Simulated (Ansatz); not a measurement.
# C6H15BN2: a ladder of functionals and wavefunction methods

One table from this session's results is given with a row withheld; the runs are named, their logs left out.

Computed with Ansatz 0.2.0, Gaussian basis. Level: functionals in def2-TZVPP, the program's frozen cores in correlated methods.

Plan: LDA (SPW92), PBE-D4, revPBE-D4, BLYP-D4, r2SCAN-D4, B97M-V, PBE0-D4, B3LYP-D4, r2SCANh-D4, r2SCAN0-D4, HSE06-D4, BHLYP-D4, CAM-B3LYP-D4, LC-ωPBE, ωB97X-V, ωB97M-V, B2PLYP, PBE-QIDH; CCSD(T)/def2-SVP; CCSD(T)/def2-TZVPP; MP2/def2-QZVPP; extrapolation to the limit; RPA on PBE.

## The relaxed structure

The geometry comes from an earlier relaxation with PBE0-D4 in a triple-zeta def2 set; it is a stationary point, not always the lowest conformer.

SMILES `CC1=[N+](C)[B-](C)(C)N1C`, 24 atoms, charge 0, spin multiplicity 1.

Atoms are counted from 1 here; the program's logs count them from 0.

Bond lengths: C1–C2 1.485 Å, C1–H10 1.089 Å, C1–H11 1.091 Å, C1–H12 1.093 Å, C2–N3 1.320 Å, C2–N8 1.319 Å, N3–C4 1.426 Å, N3–B5 1.607 Å, C4–H13 1.094 Å, C4–H14 1.093 Å, C4–H15 1.097 Å, B5–C6 1.599 Å, B5–C7 1.600 Å, B5–N8 1.608 Å, C6–H16 1.095 Å, C6–H17 1.096 Å, C6–H18 1.095 Å, C7–H19 1.096 Å and more. Angles: C2–C1–H10 111.2°, C2–C1–H11 110.6°, C2–C1–H12 110.1°, H10–C1–H11 108.8°, H10–C1–H12 108.2°, H11–C1–H12 107.9°, C1–C2–N3 128.2°, C1–C2–N8 129.3°, N3–C2–N8 102.5°, C2–N3–C4 128.5°, C2–N3–B5 88.9°, C4–N3–B5 138.1°, N3–C4–H13 111.3°, N3–C4–H14 110.2°, N3–C4–H15 111.8°, H13–C4–H14 107.8°, H13–C4–H15 108.0°, H14–C4–H15 107.6° and more.

The first run:

in.yaml reads:

```yaml
crystal:
  periodic: [false, false, false]
  atoms:
    - {symbol: C, position_ang: [0.499311, -0.049429, -2.490779]}
    - {symbol: C, position_ang: [0.182715, -0.010875, -1.040654]}
    - {symbol: N, position_ang: [-0.120842, -1.019527, -0.244699]}
    - {symbol: C, position_ang: [0.116756, -2.411552, -0.443993]}
    - {symbol: B, position_ang: [-0.210682, 0.015055, 0.981211]}
    - {symbol: C, position_ang: [-1.689295, 0.228630, 1.551453]}
    - {symbol: C, position_ang: [0.964233, -0.174742, 2.050220]}
    - {symbol: N, position_ang: [0.158668, 1.020034, -0.217963]}
    - {symbol: C, position_ang: [0.050830, 2.413393, -0.498372]}
    - {symbol: H, position_ang: [0.452799, 0.946040, -2.930328]}
    - {symbol: H, position_ang: [-0.200258, -0.699765, -3.018434]}
    - {symbol: H, position_ang: [1.507406, -0.443284, -2.645477]}
    - {symbol: H, position_ang: [0.172315, -2.656430, -1.508604]}
    - {symbol: H, position_ang: [-0.695061, -2.998288, -0.007411]}
    - {symbol: H, position_ang: [1.052607, -2.737115, 0.027658]}
    - {symbol: H, position_ang: [-2.439937, 0.332064, 0.760488]}
    - {symbol: H, position_ang: [-1.745627, 1.124997, 2.179589]}
    - {symbol: H, position_ang: [-1.996225, -0.611143, 2.184075]}
    - {symbol: H, position_ang: [0.788411, -1.056722, 2.676590]}
    - {symbol: H, position_ang: [1.025100, 0.680664, 2.731510]}
    - {symbol: H, position_ang: [1.949259, -0.291961, 1.585475]}
    - {symbol: H, position_ang: [0.720860, 2.983218, 0.150900]}
    - {symbol: H, position_ang: [-0.968728, 2.778301, -0.325499]}
    - {symbol: H, position_ang: [0.320084, 2.637939, -1.533755]}
basis:
  gaussian: {orbitals: def2-TZVPP}
hamiltonian: {xc: lda}
output: {orbitals: {seedname: orbitals}}
```

On the command line:

```console
$ ansatz run in.yaml --threads 4 --pin off --events-out ev --progress --plain --max-ram 66560MiB --backend cuda --devices 0, --max-vram 37GiB
```

Steps of the session up to this table: LDA; PBE-D4 (GGA); revPBE-D4 (GGA); BLYP-D4 (GGA); r2SCAN-D4 (meta-GGA); B97M-V (meta-GGA); B3LYP-D4 (hybrid); r2SCANh-D4 (hybrid); r2SCAN0-D4 (hybrid); HSE06-D4 (hybrid); BHLYP-D4 (hybrid); CAM-B3LYP-D4 (range-separated); LC-ωPBE (range-separated); ωB97X-V (range-separated); ωB97M-V (range-separated); B2PLYP (double hybrid); PBE-QIDH (double hybrid).

One of the session's tables, all rows but one given; the rest of the session is left out.

It belongs to the step «Orbital energies across the functionals». 

```
  functional  HOMO (eV)  LUMO (eV)  gap (eV)
 LDA (SPW92)      -5.12      -0.76      4.36
      PBE-D4      -4.99      -0.58      4.41
   revPBE-D4      -4.94      -0.51      4.43
     BLYP-D4      -4.88      -0.48      4.39
   r2SCAN-D4      -5.18      -0.37      4.82
      B97M-V          ?          ?         ?
     PBE0-D4      -6.19       0.37      6.56
    B3LYP-D4      -5.99       0.12      6.11
  r2SCANh-D4      -5.64      -0.02      5.62
  r2SCAN0-D4      -6.33       0.50      6.83
    HSE06-D4      -5.79      -0.01      5.78
    BHLYP-D4      -7.31       1.26      8.57
CAM-B3LYP-D4      -7.51       1.44      8.94
     LC-ωPBE      -8.80       2.65     11.45
     ωB97X-V      -8.49       2.48     10.97
     ωB97M-V      -8.42       2.03     10.45
```

Q: Estimate the row for B97M-V from the others.

As computed: HOMO (eV): -5.30; LUMO (eV): -0.37; gap (eV): 4.94. In the column «HOMO (eV)» it lies between r2SCANh-D4 (-5.64) and r2SCAN-D4 (-5.18).
